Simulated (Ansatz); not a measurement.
# TaNH+ (triplet): from Hartree-Fock to the top rungs at a displaced geometry (v2), def2-SVP

The task here is to estimate one member of a computed series from the others.

The runs use Ansatz 0.2.0, Gaussian basis; def2-SVP, core rule «outside noble gas», up to 5 orbitals frozen.

Plan: UHF; CCSD(T) on ROHF; CCSD(T) on UHF; CISD as a restricted active space (open shells left free, so some higher excitations enter); CCSDT(Q) on ROHF; CCSDT(Q) on UHF.

18 further runs of the same task are left out: 2 for a known fault of the program, 6 that didn't finish, 10 set aside as unsound or not needed. Runs told in other sessions of the task aren't counted.

**What is computed**

The geometry is a PBE0/def2-TZVP stationary point (not a proven minimum) with its atoms shifted at random (size 0.100 Å). No spin-orbit coupling is included. Elements past krypton take def2 core potentials.

3 atoms, charge 1, spin multiplicity 3.

Atoms are counted from 1 here; the program's logs count them from 0.

Bond lengths: Ta1–N2 1.705 Å, N2–H3 1.028 Å. Angles: Ta1–N2–H3 170.0°.

As a file:

```
atom    x (Å)    y (Å)    z (Å)
 Ta1   0.0844   0.0052   1.4727
  N2  -0.0805   0.0136  -0.2243
  H3  -0.0039  -0.0188  -1.2484
```

The first run:

Input file in.yaml:

```yaml
crystal:
  periodic: [false, false, false]
  atoms:
    - {symbol: Ta, position_ang: [0.084376, 0.005225, 1.472726]}
    - {symbol: N, position_ang: [-0.080498, 0.013599, -0.224282]}
    - {symbol: H, position_ang: [-0.003878, -0.018825, -1.248444]}
basis:
  gaussian: {orbitals: def2-SVP}
total_charge: 1
magnetization: {spin_polarized: true, initial_magnetization: 2}
hamiltonian: {xc: hf}
output: {orbitals: {seedname: orbitals}}
```

Run with:

```console
> ansatz run in.yaml --threads 1 --pin off --events-out ev --progress --plain --max-ram 2393MiB
```

Among the steps run: UHF; CCSD(T) on ROHF; CCSD(T) on UHF; CISD as a restricted active space (open shells left free, so some higher excitations enter); CCSDT(Q) on ROHF; CCSDT(Q) on UHF.

One of the session's tables, all rows but one given; the rest of the session is left out.

```
   method  from RCCSDT(Q) (meV)
     ROHF               +7657.0
      UHF               +7386.8
     RMP2                +260.2
     UMP2                     ?
    RCCSD                +435.0
    UCCSD                +361.9
 RCCSD(T)                 +12.7
 UCCSD(T)                 -10.6
   RCCSDT                 +12.8
   UCCSDT                 -52.4
RCCSDT(Q)                     0
UCCSDT(Q)                 -88.7
```

Estimate the missing values for UMP2.

The run gave: from RCCSDT(Q) (meV): +650.8. In the column «from RCCSDT(Q) (meV)» it lies between RCCSD (+435.0) and UHF (+7386.8).

Not comparable, so not listed: CISD as a restricted active space (open shells left free, so some higher excitations enter) (they don't share determinant, frozen orbitals or solution with the rows shown, or repeat one).

Limits of these values: Restricted and unrestricted rows rest on different reference determinants; a gap between their highest levels can come from leftover correlation error, from unlike frozen cores or from another state.
